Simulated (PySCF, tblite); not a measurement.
# C8H14O: geometry, infrared bands and NMR shifts

Wanted: the infrared bands and NMR shifts of C8H14O (`CO/C=C/C1CCCC1`), by calculation.

Programs: tblite 0.8.0 and PySCF 2.14.0, with density-fitted response routines of our own. Each step states its level of theory. These are calculated values for one molecule in the gas phase, unless marked as measured. Atoms are numbered from 0 throughout.

### Step 1. The starting structure

23 atoms, charge 0, multiplicity 1; geometry from: force field or distance geometry start.

Bonds of the start (Å): C0–O1 1.42, O1–C2 1.35, C2–C3 1.36, C3–C4 1.51, C4–C5 1.53, C5–C6 1.52, C6–C7 1.52, C7–C8 1.53, C8–C4 1.53, C0–H9 1.08, C0–H10 1.10, C0–H11 1.10, C2–H12 1.09, C3–H13 1.08, C4–H14 1.10, C5–H15 1.09, C5–H16 1.10, C6–H17 1.10, C6–H18 1.10, C7–H19 1.09, C7–H20 1.10, C8–H21 1.09, C8–H22 1.10.

### Step 2. Optimising the geometry with GFN2-xTB

Job settings and geometry (Å):

```
{"job": {"kind": "relax", "xc": "GFN2-xTB", "basis": "xTB"}, "charge": 0, "multiplicity": 1}
C      3.909800    -0.034400    -0.118800
O      3.096600    -1.021100     0.501900
C      1.765400    -0.796700     0.592700
C      1.053800     0.272000     0.145200
C     -0.434700     0.450900     0.290600
C     -1.262900    -0.710600     0.837800
C     -2.688000    -0.316800     0.490500
C     -2.588100     0.439200    -0.826300
C     -1.102900     0.696000    -1.068600
H      4.936100    -0.374600    -0.094600
H      3.845100     0.914900     0.425300
H      3.605000     0.098500    -1.162900
H      1.292400    -1.637900     1.100100
H      1.572100     1.090700    -0.332000
H     -0.601600     1.341500     0.922500
H     -1.008400    -1.653700     0.355400
H     -1.121200    -0.839500     1.921700
H     -3.348400    -1.196800     0.427600
H     -3.094200     0.346300     1.273900
H     -3.152300     1.374200    -0.768100
H     -3.020200    -0.145200    -1.649300
H     -0.730400     0.006500    -1.828700
H     -0.927800     1.723500    -1.425900
```

On the command line:

```
$ OMP_NUM_THREADS=1 python probes_run.py task.json out
```

This one command runs all jobs of the session in turn.

**Question.** This job is followed by: GFN2-xTB harmonic vibrations, gas phase; GIAO PBE0/pcSseg-1 NMR shielding, non-relativistic, gas phase. Predict these results of the whole session: strongest single infrared mode (GFN2-xTB); zero-point energy (GFN2-xTB); ¹³C shifts against TMS (PBE0/pcSseg-1, means over atoms taken as alike); ¹H shifts against TMS (PBE0/pcSseg-1, means over atoms taken as alike); ¹⁷O shifts against H2O (PBE0/pcSseg-1).

**Answer**, as computed:

```
                                                               quantity                                               value
                              strongest single infrared mode (GFN2-xTB)                               1730 cm⁻¹, 143 km/mol
                                           zero-point energy (GFN2-xTB)                                      127.5 kcal/mol
¹³C shifts against TMS (PBE0/pcSseg-1, means over atoms taken as alike)            153.0, 108.1, 55.4, 43.8, 35.8, 26.5 ppm
 ¹H shifts against TMS (PBE0/pcSseg-1, means over atoms taken as alike)  6.52, 4.84, 3.61, 2.35, 1.82, 1.81, 1.73, 1.10 ppm
                                 ¹⁷O shifts against H2O (PBE0/pcSseg-1)                                           103.3 ppm
```

What this shows: The optimisation took 27 steps and gained 0.088 eV; among the close pairs (by a distance rule), C2–C3 changed most, from 1.360 to 1.325 Å. All 63 modes are real, so the xTB geometry is a minimum. The strongest single mode, at 1730 cm⁻¹, moves mainly C2 and C3. Unscaled tight-binding wavenumbers are off by several per cent, some by more. Its intensities can rank the bands wrongly. The most deshielded carbon is C2 (alkene carbon bearing oxygen), at 153.0 ppm: an sp2 carbon further deshielded by the attached heteroatom. H12 (hydrogen on an alkene carbon bearing oxygen) lies farthest downfield among hydrogen, at 6.52 ppm; a vinylic proton, deshielded by the sp2 carbon and the C=C anisotropy. At PBE0/pcSseg-1: The widest tensor belongs to O1: span 198 ppm, with a paramagnetic part of -161 ppm.
